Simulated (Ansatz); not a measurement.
# Al₂H₆S₂: basis-set convergence

How large a basis does Al₂H₆S₂ need? Two functionals are run in growing sets.

Computed with Ansatz 0.2.0, Gaussian basis. Level: one geometry, several basis sets.

Plan: PBE0-D4/def2-SVP; ωB97M-V/def2-SVP; PBE0-D4/def2-QZVPP; ωB97M-V/def2-QZVPP; the functionals' def2-TZVPP values are taken from earlier runs.

## (1) The relaxed structure

All runs share one geometry, relaxed beforehand with PBE0-D4 in a triple-zeta def2 set.

SMILES `[AlH2-]1[SH+][AlH2-][SH+]1`, 10 atoms, charge 0, spin multiplicity 1.

Atoms are counted from 1 here; the program's logs count them from 0.

Bond lengths: Al1–S2 2.373 Å, Al1–S4 2.373 Å, Al1–H5 1.582 Å, Al1–H6 1.579 Å, S2–Al3 2.373 Å, S2–H7 1.345 Å, Al3–S4 2.373 Å, Al3–H8 1.582 Å, Al3–H9 1.579 Å, S4–H10 1.345 Å. Angles: S2–Al1–S4 95.7°, S2–Al1–H5 108.7°, S2–Al1–H6 106.1°, S4–Al1–H5 108.7°, S4–Al1–H6 106.0°, H5–Al1–H6 127.2°, Al1–S2–Al3 83.3°, Al1–S2–H7 95.3°, Al3–S2–H7 95.3°, S2–Al3–S4 95.7°, S2–Al3–H8 108.7°, S2–Al3–H9 106.1°, S4–Al3–H8 108.7°, S4–Al3–H9 106.0°, H8–Al3–H9 127.2°, Al1–S4–Al3 83.3°, Al1–S4–H10 95.3°, Al3–S4–H10 95.3°.

As a file:

```xyz
10
Al2H6S2
Al   -0.87670    1.14165   -0.69646
S     0.57742    1.17394    1.17822
Al    0.37385   -1.18532    1.02852
S    -0.70878   -1.19342   -1.08283
H    -0.17811    1.90460   -1.89377
H    -2.32953    1.38583   -0.12701
H     1.70961    1.24735    0.45648
H     1.81797   -1.80954    0.85962
H    -0.72653   -1.59696    2.08414
H     0.42379   -1.11935   -1.80391
```

## (2) PBE0-D4 in def2-SVP

in.yaml reads:

```yaml
crystal:
  periodic: [false, false, false]
  atoms:
    - {symbol: Al, position_ang: [-0.876698, 1.141645, -0.696464]}
    - {symbol: S, position_ang: [0.577419, 1.173943, 1.178216]}
    - {symbol: Al, position_ang: [0.373852, -1.185316, 1.028524]}
    - {symbol: S, position_ang: [-0.708775, -1.193416, -1.082832]}
    - {symbol: H, position_ang: [-0.178112, 1.904600, -1.893767]}
    - {symbol: H, position_ang: [-2.329527, 1.385834, -0.127006]}
    - {symbol: H, position_ang: [1.709606, 1.247354, 0.456478]}
    - {symbol: H, position_ang: [1.817972, -1.809536, 0.859619]}
    - {symbol: H, position_ang: [-0.726529, -1.596956, 2.084143]}
    - {symbol: H, position_ang: [0.423791, -1.119352, -1.803911]}
basis:
  gaussian: {orbitals: def2-SVP}
hamiltonian: {xc: pbe0, dispersion: d4}
output: {orbitals: {seedname: orbitals}}
```

Further steps of the session: ωB97M-V in def2-SVP; PBE0-D4 in def2-QZVPP; ωB97M-V in def2-QZVPP.

**Question.** What will the summary of the whole plan be? Wanted: PBE0-D4: double and triple zeta above quadruple; ωB97M-V: double and triple zeta above quadruple.

The runs gave:

| quantity | value |
| --- | --- |
| PBE0-D4: double and triple zeta above quadruple | 13.24, 1.06 eV |
| ωB97M-V: double and triple zeta above quadruple | 13.14, 1.02 eV |

In words: PBE0-D4 gains 12.18 eV from double to triple zeta, then 1.06 eV more. These are total energies; as a rule much of such shifts cancels in differences, which this series doesn't test. The LUMO of ωB97M-V is positive and keeps falling with the basis (1.26 to 0.62 eV): an unbound level that the basis holds in place.
